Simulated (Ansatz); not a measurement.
I need a geometry optimisation of CH₇BFGeN, SMILES [BH2][GeH2][CH](N)F. Use the Ansatz DFT code, driven from Python. Level of theory: B3LYP, def2-SVP basis, multiplicity 1.

```tsv
atom	x (Å)	y (Å)	z (Å)
B	-0.1943	1.6177	1.3591
Ge	-0.8497	0.6526	-0.2949
C	0.5041	-0.6062	-0.8434
N	0.8470	-1.5566	0.2383
F	0.1393	-1.2736	-1.9973
H	0.8122	1.4482	1.8240
H	-0.9187	2.4822	1.8337
H	-1.0627	1.6753	-1.4545
H	-2.1493	-0.0974	0.0649
H	1.4730	-0.0423	-1.0138
H	1.5380	-2.1999	-0.0400
H	-0.0618	-2.1551	0.3580
```

`ch7bfgen.py`:
```python
'''Minimum-energy structure of CH7BFGeN.'''

import logging
import sys

import ansatz as az
import numpy as np

logging.basicConfig(stream=sys.stdout, format='[%(levelname)s] %(message)s')
logger = logging.getLogger('ch7bfgen')
logger.setLevel(logging.INFO)

GEOMETRY = '''
B    -0.19430    1.61770    1.35910
Ge   -0.84970    0.65260   -0.29490
C     0.50410   -0.60620   -0.84340
N     0.84700   -1.55660    0.23830
F     0.13930   -1.27360   -1.99730
H     0.81220    1.44820    1.82400
H    -0.91870    2.48220    1.83370
H    -1.06270    1.67530   -1.45450
H    -2.14930   -0.09740    0.06490
H     1.47300   -0.04230   -1.01380
H     1.53800   -2.19990   -0.04000
H    -0.06180   -2.15510    0.35800
'''


def main() -> None:
    mol = az.Crystal.molecule()
    for line in GEOMETRY.strip().splitlines():
        symbol, *xyz = line.split()
        mol = mol.atom(symbol, [float(v) for v in xyz])

    job = mol.calculation()
    job = job.basis(gaussian='def2-SVP').functional('b3lyp')
    symbols = [site.symbol for site in mol.cartesian_sites]
    start = np.array([site.position_ang for site in mol.cartesian_sites], dtype=float)
    rep = job.relax(force_tolerance=0.005, max_steps=100).run().report
    end = np.array(rep['positions_ang'])

    logger.info(f'E = {rep["free_energy_ev"]:.6f} eV = {rep["free_energy_ev"] / 27.211386246:.7f} Ha')
    print('converged:', rep['converged'], ' doubts:', rep['published_state_doubts'] or 'none')

    logger.info('bond        before    after (A)')
    for i, j in [(0, 1), (0, 5), (0, 6), (1, 2), (1, 7), (1, 8), (2, 3), (2, 4), (2, 9), (3, 10), (3, 11)]:
        d0, d1 = (np.linalg.norm(xyz[i] - xyz[j]) for xyz in (start, end))
        print(f'{symbols[i]}{i}-{symbols[j]}{j}'.ljust(10), f'{d0:8.4f} {d1:8.4f}')
    for i, j, k in [(1, 0, 5), (1, 0, 6), (5, 0, 6), (0, 1, 2), (0, 1, 7), (0, 1, 8), (2, 1, 7), (2, 1, 8)]:
        u, v = end[i] - end[j], end[k] - end[j]
        logger.info(f'angle {symbols[i]}{i}-{symbols[j]}{j}-{symbols[k]}{k}: {np.degrees(np.arccos(np.clip(u @ v / np.linalg.norm(u) / np.linalg.norm(v), -1, 1))):.2f} deg')


if __name__ == '__main__':
    main()
```

Running `python ch7bfgen.py` prints:
```text
[INFO] E = -62541.548764 eV = -2298.3595249 Ha
converged: True  doubts: none
[INFO] bond        before    after (A)
B0-Ge1       2.0240   2.1188
B0-H5        1.1216   1.2137
B0-H6        1.2237   1.2106
Ge1-C2       1.9283   2.0458
Ge1-H7       1.5608   1.5466
Ge1-H8       1.5430   1.5515
C2-N3        1.4802   1.4996
C2-F4        1.3820   1.3722
C2-H9        1.1339   1.1027
N3-H10       0.9843   1.0264
N3-H11       1.0947   1.0246
[INFO] angle Ge1-B0-H5: 111.23 deg
[INFO] angle Ge1-B0-H6: 120.82 deg
[INFO] angle H5-B0-H6: 116.14 deg
[INFO] angle B0-Ge1-C2: 71.97 deg
[INFO] angle B0-Ge1-H7: 128.00 deg
[INFO] angle B0-Ge1-H8: 121.74 deg
[INFO] angle C2-Ge1-H7: 110.33 deg
[INFO] angle C2-Ge1-H8: 107.35 deg
```

Total energies depend on the basis set; only differences at equal settings carry meaning. The end point is the stationary point reached from this start; no frequency run checks that it is a minimum, and the basis set is modest. b3lyp holds the VWN-RPA fit, as in Gaussian; the form of ORCA and Turbomole is b3lyp5. The bonding changed during the relaxation, so the end is another isomer than the start names. Run time: 5.1 min on 1 thread of Intel(R) Xeon(R) Platinum 8488C (Sapphire Rapids), with other jobs on the host, peak memory 0.39 GiB.

(Lines on the test bed's own set-up are left out of the output.)
